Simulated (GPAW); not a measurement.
# CuCl2 (SMILES [Cl][Cu][Cl]) at UBP86/real-space grid (scalar-relativistic datasets, berendsen dynamics)

Aim: molecular dynamics of CuCl2. Input form: an ASE script.

The calculation is run with GPAW 26.7.0.

2 further runs of the same task are left out: 2 set aside as unsound or not needed.

### Step 1. The molecule

CuCl2: 3 atoms, total charge 0, spin state doublet. SMILES: `[Cl][Cu][Cl]`. Geometry: a GFN2-xTB relaxation, a rough one for these elements and not checked as a minimum. The run starts from this shape.

Bond lengths: Cu1–Cl2 2.035 Å, Cu1–Cl3 2.034 Å. Angles: Cl2–Cu1–Cl3 180.0°.

### Step 2. A short trajectory at UBP86/real-space grid (scalar-relativistic datasets, berendsen dynamics)

The input, Cl2Cu.xyz:

```xyz
3

Cu    -0.000180    -0.000100    -0.000330
Cl    -0.015280    -0.019280     2.034520
Cl     0.015460     0.019390    -2.034190
```

The input, run.py:

```python
import numpy as np
from ase import units
from ase.io import read
from ase.md.nvtberendsen import NVTBerendsen
from ase.md.velocitydistribution import MaxwellBoltzmannDistribution, Stationary, ZeroRotation
from gpaw import GPAW, setup_paths
from gpaw.atom.configurations import parameters
from gpaw.atom.generator import Generator

# Set up the molecule
atoms = read("Cl2Cu.xyz")
atoms.center(vacuum=4.5)
atoms.set_initial_magnetic_moments([1.0, 0.0, 0.0])

# Generate the setups first
for symbol in ["Cl", "Cu"]:
    Generator(symbol, xcname="GGA_X_B88+GGA_C_P86", scalarrel=True, nofiles=True, txt=None).run(**parameters[symbol])
setup_paths.insert(0, ".")

# Calculator
calc = GPAW(mode="fd",
            xc="GGA_X_B88+GGA_C_P86",
            mixer={"name": "pulay", "beta": 0.25, "nmaxold": 3, "weight": 50.0},
            h=0.18,
            symmetry="off",
            occupations={"name": "methfessel-paxton", "width": 0.01, "fixmagmom": True},
            eigensolver="davidson",
            maxiter=100,
            txt="Cl2Cu.txt")
atoms.calc = calc

rng = np.random.default_rng(224)
MaxwellBoltzmannDistribution(atoms, temperature_K=100, rng=rng)
Stationary(atoms)
ZeroRotation(atoms)
dyn = NVTBerendsen(atoms, timestep=2.0 * units.fs, temperature_K=100, taut=50 * units.fs, trajectory="md.traj", logfile="-")
dyn.run(20)
```

The run is started by

```sh
$ python3 run.py
```

Standard output:

```text
run.py:33: DeprecationWarning: Use thermalize_momenta
  MaxwellBoltzmannDistribution(atoms, temperature_K=100, rng=rng)
Time[ps]      Etot[eV]     Epot[eV]     Ekin[eV]    T[K]
0.0000          -7.5500      -7.5721       0.0220    56.8
0.0020          -7.5492      -7.5684       0.0191    49.4
0.0040          -7.5484      -7.5643       0.0158    40.8
0.0060          -7.5472      -7.5595       0.0123    31.8
0.0080          -7.5461      -7.5551       0.0090    23.3
0.0100          -7.5449      -7.5513       0.0064    16.4
0.0120          -7.5436      -7.5483       0.0047    12.1
0.0140          -7.5432      -7.5473       0.0042    10.7
0.0160          -7.5419      -7.5473       0.0053    13.8
0.0180          -7.5408      -7.5496       0.0088    22.8
0.0200          -7.5393      -7.5536       0.0143    36.9
0.0220          -7.5387      -7.5595       0.0209    53.8
0.0240          -7.5382      -7.5661       0.0279    71.9
0.0260          -7.5379      -7.5724       0.0345    89.1
0.0280          -7.5381      -7.5781       0.0400   103.2
0.0300          -7.5382      -7.5818       0.0436   112.4
0.0320          -7.5380      -7.5832       0.0453   116.7
0.0340          -7.5385      -7.5837       0.0452   116.5
0.0360          -7.5387      -7.5820       0.0434   111.8
0.0380          -7.5406      -7.5805       0.0399   103.0
0.0400          -7.5389      -7.5743       0.0354    91.2
```

Cl2Cu.txt, shortened:

```text
[...]
Converged in 12 steps
[...]
dipole moment: (0.013288, 0.007538, 0.012026)  # |e|*Ang
[...]
dipole moment: (0.013752, 0.007667, 0.016735)  # |e|*Ang
Total magnetic moment: (0.000000, 0.000000, 1.000001)
Local magnetic moments
|        x |        y |        z |
|----------|----------|----------|
| 0.000000 | 0.000000 | 0.425540 |  # Cu   0
| 0.000000 | 0.000000 | 0.127482 |  # Cl   1
| 0.000000 | 0.000000 | 0.128483 |  # Cl   2
Fermi levels: -2.767, -7.219
Eigenvalues  # (at kpt = [0.000, 0.000, 0.000])
| band index |      eig [eV] | occ [0-1] |      eig [eV] | occ [0-1] |
|------------|---------------|-----------|---------------|-----------|
|          0 |       -20.966 |     1.000 |       -20.714 |     1.000 |
|        ... |               |           |               |           |
|          5 |        -9.284 |     1.000 |        -9.188 |     1.000 |
|          6 |        -8.703 |     1.000 |        -8.400 |     1.000 |
|          7 |        -8.686 |     1.000 |        -8.398 |     1.000 |
[... 8 lines of this table left out ...]
|         16 |         0.753 |     0.000 |         0.797 |     0.000 |
Gap: 5.373 eV
Transition (v -> c):
[...]
Forces  # eV/Ang
|        x |        y |        z |
|----------|----------|----------|
| -0.06887 | -0.03400 | -0.42408 |  # Cu   0
|  0.01619 |  0.01773 | -0.05362 |  # Cl   1
|  0.04063 | -0.01758 |  0.49016 |  # Cl   2
Force computation time: 0.389  # s
timing:  # [seconds]
  Total:  1869.711  # ━━━━━━━━━━━━━━━━━━━━━━━━━━━━━━━━━━━━━━━━━━━━━━━━━━━━━━━
  Init:      9.173  # ╸
  SCF:    1759.401  # ━━━━━━━━━━━━━━━━━━━━━━━━━━━━━━━━━━━━━━━━━━━━━━━━━━━━
  Forces:    8.438  #
  Move:     92.042  # ━━╸
```

It took 31 min on 1 thread of AMD EPYC (Zen 3), shared host; peak memory 0.61 GiB.

Steps, from the record of the run:

```
step  potential energy change (eV)  largest force (eV/Å)  temperature (K)
   0                        0.0000                0.4733               57
   1                        0.0037                0.6086               49
   2                        0.0078                0.7399               41
   3                        0.0126                0.8645               32
   4                        0.0169                0.9765               23
   5                        0.0208                1.0711               16
   6                        0.0238                1.1393               12
   7                        0.0248                1.1743               11
   8                        0.0248                1.1693               14
   9                        0.0225                1.1212               23
  10                        0.0185                1.0343               37
  11                        0.0125                0.9251               54
  12                        0.0060                0.8080               72
  13                       -0.0004                0.6540               89
  14                       -0.0060                0.4841              103
  15                       -0.0097                0.3221              112
  16                       -0.0112                0.1653              117
  17                       -0.0116                0.0724              117
  18                       -0.0100                0.2047              112
  19                       -0.0084                0.3662              103
  20                       -0.0022                0.4922               91
```
